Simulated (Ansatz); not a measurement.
Below is the output of a Python script on the Python package of Ansatz (0.2.0) that makes harmonic frequencies at the relaxed geometry of C4H4OSi, SMILES C#CC([SiH3])=C=O. Write a script that gives it. Settings (for the species named): r2SCAN, cc-pVDZ basis, multiplicity 1.

```
atom    x (Å)    y (Å)    z (Å)
   C   2.0573   0.7321  -1.2981
   C   1.0176   0.5950  -0.6509
   C  -0.1759   0.3960   0.1149
  Si  -0.7239  -1.2449   0.4127
   C  -0.7540   1.4026   0.6308
   O  -1.3179   2.3432   1.1223
   H   2.9115   0.9439  -1.8906
   H  -2.1420  -1.3658  -0.1181
   H  -0.8201  -1.5596   1.9085
   H   0.0305  -2.2936  -0.2286
```

```console
$ python freq_c4h4osi.py
[INFO] pair        before    after (A)
C0-C1        1.2323   1.2195
C0-H6        1.0609   1.0722
C1-C2        1.4320   1.4169
C2-Si3       1.7554   1.8933
C2-C4        1.2703   1.3308
Si3-H7       1.5190   1.4948
Si3-H8       1.5316   1.4957
Si3-H9       1.4423   1.4948
C4-O5        1.2018   1.1660
frequencies (1/cm): 106 118 129 157 419 423 510 519 535 637 655 661 674 904 919 944 1064 1354 2198 2201 2222 2222 2226 3490
imaginary modes: 0  zero-point energy: 1.5676 eV
[INFO] H(298 K) - E = 1.7971 eV
[INFO] S(298 K, 1 bar) = 355.6 J/(mol K) with symmetry number 1
```

The script that was run (others could print the same):

Script `freq_c4h4osi.py`:
```python
"""Harmonic frequencies of C4H4OSi at its relaxed geometry."""

import itertools
import logging
import sys

import ansatz as az
from ase import Atoms
from ase.data import atomic_numbers, covalent_radii
from ase.thermochemistry import IdealGasThermo
import numpy as np

logging.basicConfig(stream=sys.stdout, format="[%(levelname)s] %(message)s")
log = logging.getLogger("calc")
log.setLevel(logging.INFO)


def main() -> None:
    geometry_ang = [
        ("C", (2.0573, 0.7321, -1.2981)),
        ("C", (1.0176, 0.595, -0.6509)),
        ("C", (-0.1759, 0.396, 0.1149)),
        ("Si", (-0.7239, -1.2449, 0.4127)),
        ("C", (-0.754, 1.4026, 0.6308)),
        ("O", (-1.3179, 2.3432, 1.1223)),
        ("H", (2.9115, 0.9439, -1.8906)),
        ("H", (-2.142, -1.3658, -0.1181)),
        ("H", (-0.8201, -1.5596, 1.9085)),
        ("H", (0.0305, -2.2936, -0.2286)),
    ]
    molecule = az.Crystal.molecule()
    for symbol, xyz in geometry_ang:
        molecule = molecule.atom(symbol, xyz)

    setup = (
        molecule.calculation()
        .basis(gaussian="cc-pVDZ")
        .functional("r2scan")
    )
    symbols = [site.symbol for site in molecule.cartesian_sites]
    start = np.array([site.position_ang for site in molecule.cartesian_sites], dtype=float)
    summary = setup.relax(force_tolerance=0.003, max_steps=100).run(threads=1).report
    end = np.array(summary["positions_ang"])

    # pairs closer than 1.2 times the sum of covalent radii, before or after
    radius = [covalent_radii[atomic_numbers[s]] for s in symbols]
    span = lambda where, i, j: np.linalg.norm(where[i] - where[j])
    bonded = [(i, j) for i, j in itertools.combinations(range(len(symbols)), 2) if min(span(start, i, j), span(end, i, j)) < 1.2 * (radius[i] + radius[j])]
    log.info("pair        before    after (A)")
    for i, j in bonded:
        print(f"{symbols[i]}{i}-{symbols[j]}{j}".ljust(10), f"{span(start, i, j):8.4f} {span(end, i, j):8.4f}")

    # same settings at the minimum
    minimum = az.Crystal.molecule()
    for symbol, place in zip(symbols, end):
        minimum = minimum.atom(symbol, place.tolist())
    vibrating = (
        minimum.calculation()
        .basis(gaussian="cc-pVDZ")
        .functional("r2scan")
        .phonons(temperatures=(100, 500, 100))
    )
    vib = vibrating.run(threads=1).report["vibrations"]
    sums = vib["harmonic_sums"]
    modes = [m["omega_inv_cm"] for m in sums["modes_at_gamma"] if m["rigid_motion"] == "no"]
    print("frequencies (1/cm):", " ".join(f"{w:.0f}" for w in modes))
    print("imaginary modes:", sum(w < 0 for w in modes), " zero-point energy:", round(sums["zero_point_energy_ev"], 4), "eV")
    # rigid rotor and ideal gas, symmetry number taken as one
    gas = IdealGasThermo(vib_energies=[w / 8065.544 for w in modes if w > 0], geometry="linear" if len(modes) == 3 * len(symbols) - 5 else "nonlinear",
                         atoms=Atoms(symbols, positions=end), symmetrynumber=1, spin=0.0)
    log.info(f"H(298 K) - E = {gas.get_enthalpy(298.15, verbose=False):.4f} eV")
    log.info(f"S(298 K, 1 bar) = {96485.33 * gas.get_entropy(298.15, 1e5, verbose=False):.1f} J/(mol K) with symmetry number 1")


if __name__ == "__main__":
    main()
```

Caveats:
- The frequencies are harmonic and unscaled, in a modest basis. The result belongs to the one conformer reached from this start, and soft torsions count as harmonic oscillators.
- The entropy takes a symmetry number of 1; a symmetric molecule's is lower by R ln(sigma).
- Timing: 2.4 min on 1 thread of AMD EPYC 9R45 (Zen 5), on a shared host, peak memory 0.3 GiB.

(Lines on the test bed's own set-up are left out of the output.)
